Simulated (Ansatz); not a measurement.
# EuSb (CsCl type): other levels of theory at one geometry

An exercise on one series of results from a longer session: the logs are not shown, and one member is left open.

Method: DFT at several levels, plane waves, PAW, in Ansatz 0.2.0.

4 further runs of the same task are left out: 4 that didn't finish.

**The structure to begin with**

Symmetry: Pm-3m, No. 221, cubic system. The conventional cell has a = 3.934 Å, b = 3.934 Å, c = 3.934 Å, α = 90.00°, β = 90.00°, γ = 90.00°. Around Eu (site symmetry m-3m) lie 8 Sb at 3.41 Å. Sb (site symmetry m-3m) has 8 Eu at 3.41 Å as nearest neighbours.

Structure file:

```
CELL_PARAMETERS angstrom
3.93367 0.00000 0.00000
0.00000 3.93367 0.00000
0.00000 0.00000 7.86735
ATOMIC_POSITIONS crystal
Eu 0.00000 0.00000 0.00000
Sb 0.50000 0.50000 0.25000
Eu 0.00000 0.00000 0.50000
Sb 0.50000 0.50000 0.75000
```

This cell comes from an earlier session at PBE: 30.434 Å³/atom at 0.00 GPa, on a 10×10×5 mesh, metallic, moments in the atoms' spheres Eu 6.81, -6.81 μB. The large moments point both ways and cancel.

Levels to run: r²SCAN; PBEsol; LDA. Hardware: 2 threads of Arm Neoverse V1, shared host.

Set-up of the first run:

Input file input.yaml:

```yaml
crystal:
  lattice:
    - [3.9336725339, 0.0, 0.0]
    - [0.0, 3.9336725339, 0.0]
    - [0.0, 0.0, 7.8673450679]
  atoms:
    - { symbol: Eu, position: [0.0, 0.0, 0.0], spin: 6.0 }
    - { symbol: Sb, position: [0.5, 0.5, 0.25] }
    - { symbol: Eu, position: [0.0, 0.0, 0.5], spin: -6.0 }
    - { symbol: Sb, position: [0.5, 0.5, 0.75] }
basis:
  ecutwfc: 500
  ecutrho_ratio: 4
kpoints:
  mp_grid: { grid: [10, 10, 5] }
hamiltonian:
  xc: r2scan
scf:
  occupations: { method: gaussian, width: 0.05 }
output:
  forces: true
  stress: true
  eigenvalues: true
  populations: true
  hubbard: { sites: [{ species: Eu, l: f }] }
  write_density: true
  write_potential: true
  elf: true
  volumetric_format: npy
magnetization:
  spin_polarized: true
```

Launch:

```bash
$ ansatz run input.yaml --threads 2 --pin off --max-ram 2662MiB --backend cpu --events-out ev --progress --plain --runs-dir out
```

Steps of the session up to this table: r²SCAN; PBEsol; LDA.

One of the session's tables, all rows but one given; the rest of the session is left out.

```
 level  pressure (GPa)  largest spin moment (μB)
   PBE             0.0                      6.81
   LDA               ?                         ?
PBEsol            -2.6                      6.80
r²SCAN             0.0                      6.86
```

Q: Estimate the row for LDA from the others.

**Answer.** pressure (GPa): -4.3; largest spin moment (μB): 6.79. In the column «pressure (GPa)» it is the lowest.

The pressure runs from -4.3 GPa (LDA) to 0.0 GPa (r²SCAN); a negative pressure means that level wants a smaller cell, a positive one a larger cell. Total energies of different levels have different zeros and can't be compared.

To keep in mind: Warnings in the runs' records: stability check not made, given moment on shells.
